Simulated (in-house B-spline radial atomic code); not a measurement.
# Pt⁵⁵⁺: RPA and G0W0 on different mean-field starts

Aim: see how far the highest quasi-particle level and the RPA correlation energy of Pt⁵⁵⁺ depend on the orbitals that they are built on.

The numbers are computed with an in-house B-spline radial atomic code, version 1 (RPA, second order, AC-SOSEX and G0W0 (contour deformation) on a scalar-relativistic mean field, all electrons; no spin-orbit coupling, Breit or QED terms, no two-electron picture change), except any that are marked as measured or tabulated.

**1. The system**

| Item | Value |
| --- | --- |
| element | platinum (Z = 78) |
| charge | +55 |
| electrons | 23 |
| configuration | [Ar] 3d5 |
| Hamiltonian | scalar-relativistic (spin-free one-electron X2C), finite nucleus |
| starts | Hartree-Fock, PBE, TPSS, HSE06 |

The outer shells:

Pt55+
```
[Ar] core
3d [↑ ][↑ ][↑ ][↑ ][↑ ]
```

**2. The run with the Hartree-Fock start**

Settings, as recorded:

```ini
Z = 78
electrons = 23.0
configuration = [Ar] 3d5
hamiltonian = x2c
method = hf
lmax = 9
rms_radius = 5.427
spin_polarised = True
box_radius = 1.95
intervals = 60
```

On the command line:

```sh
python run_gw.py task.json out
```

The settings of every run stand in task.json; they run in order.

Main fields of the result record, rounded:

```text
status: converged
energies [hartree]:
  mean_field: -15627.41852
  exx_total: -15627.41852
  exchange: -227.0872486
  rpa: -1.892781
  rpa_summed: -1.8728391
  direct_second_order: -1.9547783
  second_order_exchange: 0.64251267
  sosex: 0.6296109
rpa_by_multipole [hartree]: [-0.381987, -0.799431, -0.3069, -0.20395, -0.0876378, -0.0464996, -0.0236073, -0.0133222, -0.00674668, -0.00222552, -0.000501154, -3.16771e-05]
polarisability [bohr^3: independent particles, RPA]: [0.00221771, 0.00190383]
gap [hartree]: 24.40108
levels [hartree]:
  - {"name": "3d up", "occ": 1, "e": -201.3202, "sx": -10.52136, "vxc": -10.52136, "sc": 0.07751885, "z": 0.9973913, "qp": -201.2451, "tail": -0.002384154}
  - {"name": "3p down", "occ": 1, "e": -218.65, "sx": -8.621322, "vxc": -8.621322, "sc": -0.04404959, "z": 0.9965741, "qp": -218.696, "tail": -0.001957749}
  - {"name": "3p up", "occ": 1, "e": -221.2352, "sx": -11.26042, "vxc": -11.26042, "sc": 0.5869053, "z": 0.9343924, "qp": -220.6501, "tail": -0.001826193}
  - {"name": "3s down", "occ": 1, "e": -239.0079, "sx": -10.12638, "vxc": -10.12638, "sc": 0.7692513, "z": 0.9010491, "qp": -238.2403, "tail": -0.001626353}
  - {"name": "3d down", "occ": 0, "e": -194.2489, "sx": -3.4035, "vxc": -3.4035, "sc": -0.2021764, "z": 0.9975419, "qp": -194.4535, "tail": -0.002381722}
```

Wall time 3.2 s (1 thread of Arm Neoverse N1, shared host); peak memory 0.12 GiB.

In the record, exx_total is the Hartree-Fock functional on the start's orbitals, rpa_summed the RPA energy up to lmax and rpa the same with the tail beyond it, gap the smallest same-spin excitation energy of the start. For a level, e is the start's value, sx and sc the exchange and correlation self-energies, vxc the start's own term, z the quasi-particle weight, and qp = e + sx − vxc + sc + tail. Deeper levels of weight under 0.85 meet poles of the self-energy and are not shown.

The 3d↑ level moves from -5478.20 to -5476.16 eV (weight 1.00).

The largest part of the RPA energy comes from multipole 1 (43 % of the sum).

**3. The run with the PBE start**

The settings differ from step 2 so:

```diff
@@ -4,3 +4,3 @@
 hamiltonian = x2c
-method = hf
+method = pbe,pbe
 lmax = 9
```

Main fields:

```text
status: converged
energies [hartree]:
  mean_field: -15629.20781
  exx_total: -15627.39927
  exchange: -227.0438333
  rpa: -1.9573129
  rpa_summed: -1.9372808
  direct_second_order: -2.0291568
  second_order_exchange: 0.67077435
  sosex: 0.65526185
rpa_by_multipole [hartree]: [-0.39247, -0.837521, -0.31448, -0.210013, -0.0889767, -0.0470621, -0.0238052, -0.0134047, -0.00677915, -0.00223514, -0.000503145, -3.18065e-05]
polarisability [bohr^3: independent particles, RPA]: [0.00258722, 0.00215698]
gap [hartree]: 19.38631
levels [hartree]:
  - {"name": "3d up", "occ": 1, "e": -198.3846, "sx": -10.52353, "vxc": -7.585675, "sc": 0.09514215, "z": 0.9967026, "qp": -201.2297, "tail": -0.002392449}
  - {"name": "3p down", "occ": 1, "e": -216.3611, "sx": -8.645592, "vxc": -6.350464, "sc": -0.04123168, "z": 0.9955912, "qp": -218.6994, "tail": -0.001963237}
  - {"name": "3d down", "occ": 0, "e": -196.9748, "sx": -3.426738, "vxc": -6.158562, "sc": -0.211825, "z": 0.9970235, "qp": -194.4572, "tail": -0.00239514}
```

Wall time 3.6 s (1 thread of Arm Neoverse N1, shared host); peak memory 0.15 GiB.

G0W0 moves 3d↑ down by 77.4 eV, to -5475.74 eV.

**4. The run with the TPSS start**

The settings differ from step 3 so:

```diff
@@ -4,3 +4,3 @@
 hamiltonian = x2c
-method = pbe,pbe
+method = tpss,tpss
 lmax = 9
```

Main fields:

```text
status: converged
energies [hartree]:
  mean_field: -15629.43261
  exx_total: -15627.40698
  exchange: -227.0517435
  rpa: -1.954247
  rpa_summed: -1.9342426
  direct_second_order: -2.0257222
  second_order_exchange: 0.6695388
  sosex: 0.6541231
rpa_by_multipole [hartree]: [-0.391627, -0.836228, -0.314099, -0.209721, -0.0888668, -0.047003, -0.0237742, -0.0133868, -0.00676999, -0.0022321, -0.000502444, -3.17682e-05]
polarisability [bohr^3: independent particles, RPA]: [0.00257643, 0.00214976]
gap [hartree]: 19.51558
levels [hartree]:
  - {"name": "3d up", "occ": 1, "e": -198.379, "sx": -10.51979, "vxc": -7.573553, "sc": 0.0945537, "z": 0.9967271, "qp": -201.2331, "tail": -0.002389164}
  - {"name": "3p down", "occ": 1, "e": -216.42, "sx": -8.643501, "vxc": -6.405183, "sc": -0.04144261, "z": 0.995629, "qp": -218.7017, "tail": -0.001959934}
  - {"name": "3d down", "occ": 0, "e": -196.9044, "sx": -3.424804, "vxc": -6.08103, "sc": -0.2110715, "z": 0.9970437, "qp": -194.4617, "tail": -0.002391087}
```

Wall time 2.9 s (1 thread of Arm Neoverse N1, shared host); peak memory 0.15 GiB.

G0W0 moves 3d↑ down by 77.7 eV, to -5475.83 eV.

**5. The run with the HSE06 start**

The settings differ from step 4 so:

```diff
@@ -4,3 +4,3 @@
 hamiltonian = x2c
-method = tpss,tpss
+method = hse06
 lmax = 9
```

Main fields:

```text
status: converged
energies [hartree]:
  mean_field: -15629.09121
  exx_total: -15627.40796
  exchange: -227.0547798
  rpa: -1.9402307
  rpa_summed: -1.9202204
  direct_second_order: -2.0092594
  second_order_exchange: 0.66304116
  sosex: 0.64829575
rpa_by_multipole [hartree]: [-0.389752, -0.827249, -0.312552, -0.208421, -0.0886438, -0.0469234, -0.0237568, -0.0133846, -0.00677129, -0.00223281, -0.00050267, -3.17763e-05]
polarisability [bohr^3: independent particles, RPA]: [0.00248192, 0.0020866]
gap [hartree]: 20.61747
levels [hartree]:
  - {"name": "3d up", "occ": 1, "e": -199.1052, "sx": -10.52221, "vxc": -8.304417, "sc": 0.09028356, "z": 0.9969055, "qp": -201.2351, "tail": -0.002390175}
  - {"name": "3p down", "occ": 1, "e": -216.9326, "sx": -8.639131, "vxc": -6.916147, "sc": -0.04209659, "z": 0.9958779, "qp": -218.6996, "tail": -0.001961764}
  - {"name": "3d down", "occ": 0, "e": -196.3151, "sx": -3.420737, "vxc": -5.487951, "sc": -0.2093498, "z": 0.9971693, "qp": -194.4596, "tail": -0.002391553}
```

It took 3.7 s on 1 thread of Arm Neoverse N1, shared host; peak memory 0.15 GiB.

G0W0 moves 3d↑ down by 58.0 eV, to -5475.89 eV.

**6. All runs in one table**

```
       start  level  mean field (eV)  G0W0 (eV)  weight  RPA (hartree)  RPA+SOSEX (hartree)  α, direct RPA (bohr³)   time  miss (eV)
Hartree-Fock    3d↑         -5478.20   -5476.16   0.997       -1.89278             -1.26317               0.001904  3.2 s      +66.2
         PBE    3d↑         -5398.32   -5475.74   0.997       -1.95731             -1.30205               0.002157  3.6 s      +65.7
        TPSS    3d↑         -5398.17   -5475.83   0.997       -1.95425             -1.30012               0.002150  2.9 s      +65.8
       HSE06    3d↑         -5417.93   -5475.89   0.997       -1.94023             -1.29193               0.002087  3.7 s      +65.9
```

The miss is the G0W0 removal energy (the level with its sign changed) less the tabulated theoretical ionisation energy, 5410.0 ± 5 eV. Times are single runs on a shared host.

**7. Outcome**

| quantity | value |
| --- | --- |
| highest level, mean field (range over the runs) | -5478.20 to -5398.17 eV |
| highest level, G0W0 (range over the runs) | -5476.16 to -5475.74 eV |
| RPA correlation energy | -1.957 to -1.893 hartree |
| RPA+SOSEX | -1.3021 to -1.2632 hartree |
| tabulated theoretical ionisation energy (3d shell) | 5410.0 ± 5 eV (NIST Atomic Spectra Database, ionization energies) |
| G0W0 removal energy less that value | +65.7 to +66.2 eV |

In words: G0W0 turns a spread of 80.0 eV among the starts into one of 0.42 eV, 0.52 % of it. On the semilocal starts the correction is downwards, 77 to 78 eV, since their self-interaction lifts occupied levels. RPA gives the most correlation on PBE and the least on Hartree-Fock (3.3 % apart); over the runs it loosely follows the gap of the start, as smaller excitation energies give more correlation. The tabulated theoretical ionisation energy is 5410.0 ± 5 eV. G0W0 is off by about +65.9 eV (+1.2 %) in every run shown, whatever the start. Spin-orbit coupling is left out: in so heavy and highly charged an ion the half-filled shell is really jj-coupled, so the high-spin state computed here is a model and the comparison is rough. Read as a removal energy, the bare PBE level is off by -11.7 eV (-0.22 %) and the nearest bare level, HSE06's, by +7.93 eV, nearer than G0W0, but by cancellation: self-interaction lowers its value while this Hamiltonian leaves the G0W0 value too high. Spin-orbit coupling, which splits the 3d shell strongly in so heavy an element, is left out.
